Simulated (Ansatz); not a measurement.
**Si3BF9: how energies converge with the basis set**

The task here is to estimate one member of a computed series from the others.

The runs use Ansatz 0.2.0, Gaussian basis; one geometry, several basis sets.

Plan: PBE0-D4/def2-SVP; ωB97M-V/def2-SVP; PBE0-D4/def2-QZVPP; ωB97M-V/def2-QZVPP; the functionals' def2-TZVPP values are taken from earlier runs.

### The geometry

An earlier PBE0-D4 in a triple-zeta def2 set relaxation fixed the geometry.

SMILES `F[Si](F)(F)B([Si](F)(F)F)[Si](F)(F)F`, 13 atoms, charge 0, spin multiplicity 1.

Atoms are counted from 1 here; the program's logs count them from 0.

Bond lengths: F1–Si2 1.575 Å, Si2–F3 1.576 Å, Si2–F4 1.576 Å, Si2–B5 1.999 Å, B5–Si6 1.999 Å, B5–Si10 1.999 Å, Si6–F7 1.576 Å, Si6–F8 1.576 Å, Si6–F9 1.575 Å, Si10–F11 1.576 Å, Si10–F12 1.575 Å, Si10–F13 1.576 Å. Angles: F1–Si2–F3 107.4°, F1–Si2–F4 107.4°, F1–Si2–B5 114.1°, F3–Si2–F4 109.4°, F3–Si2–B5 109.2°, F4–Si2–B5 109.1°, Si2–B5–Si6 120.0°, Si2–B5–Si10 120.0°, Si6–B5–Si10 119.9°, B5–Si6–F7 109.2°, B5–Si6–F8 109.2°, B5–Si6–F9 114.1°, F7–Si6–F8 109.4°, F7–Si6–F9 107.4°, F8–Si6–F9 107.4°, B5–Si10–F11 109.2°, B5–Si10–F12 114.1°, B5–Si10–F13 109.2° and more.

The first run:

in.yaml reads:

```yaml
crystal:
  periodic: [false, false, false]
  atoms:
    - {symbol: F, position_ang: [-0.020968, 1.828440, -2.385567]}
    - {symbol: Si, position_ang: [-0.638554, 0.490983, -1.827713]}
    - {symbol: F, position_ang: [-0.263417, -0.659280, -2.838030]}
    - {symbol: F, position_ang: [-2.204245, 0.670780, -1.795897]}
    - {symbol: B, position_ang: [0.001697, -0.002792, 0.000315]}
    - {symbol: Si, position_ang: [1.305326, 1.173762, 0.955206]}
    - {symbol: F, position_ang: [0.675807, 2.607784, 1.133791]}
    - {symbol: F, position_ang: [2.625792, 1.283431, 0.101402]}
    - {symbol: F, position_ang: [1.710349, 0.654791, 2.386302]}
    - {symbol: Si, position_ang: [-0.661933, -1.672894, 0.875430]}
    - {symbol: F, position_ang: [-1.387371, -1.298227, 2.223758]}
    - {symbol: F, position_ang: [-1.683935, -2.494115, 0.002240]}
    - {symbol: F, position_ang: [0.561852, -2.617463, 1.183362]}
basis:
  gaussian: {orbitals: def2-SVP}
hamiltonian: {xc: pbe0, dispersion: d4}
output: {orbitals: {seedname: orbitals}}
```

Command:

```bash
$ ansatz run in.yaml --threads 4 --pin off --events-out ev --progress --plain --max-ram 46080MiB --backend cpu
```

Among the steps run: PBE0-D4 in def2-SVP; ωB97M-V in def2-SVP; PBE0-D4 in def2-QZVPP; ωB97M-V in def2-QZVPP.

One of the session's tables, all rows but one given; the rest of the session is left out.

It belongs to the step «Density functionals: the series». 

```
functional       basis  HOMO (eV)  LUMO (eV)
   PBE0-D4    def2-SVP     -10.10      -5.00
   PBE0-D4  def2-TZVPP     -10.14      -5.02
   PBE0-D4  def2-QZVPP          ?          ?
   ωB97M-V    def2-SVP     -12.21      -2.88
   ωB97M-V  def2-TZVPP     -12.27      -2.91
   ωB97M-V  def2-QZVPP     -12.31      -2.94
```

**Question.** Estimate the row for PBE0-D4, def2-QZVPP.

The run gave: HOMO (eV): -10.17; LUMO (eV): -5.04. In the column «HOMO (eV)» it lies between ωB97M-V, def2-SVP (-12.21) and PBE0-D4, def2-TZVPP (-10.14).
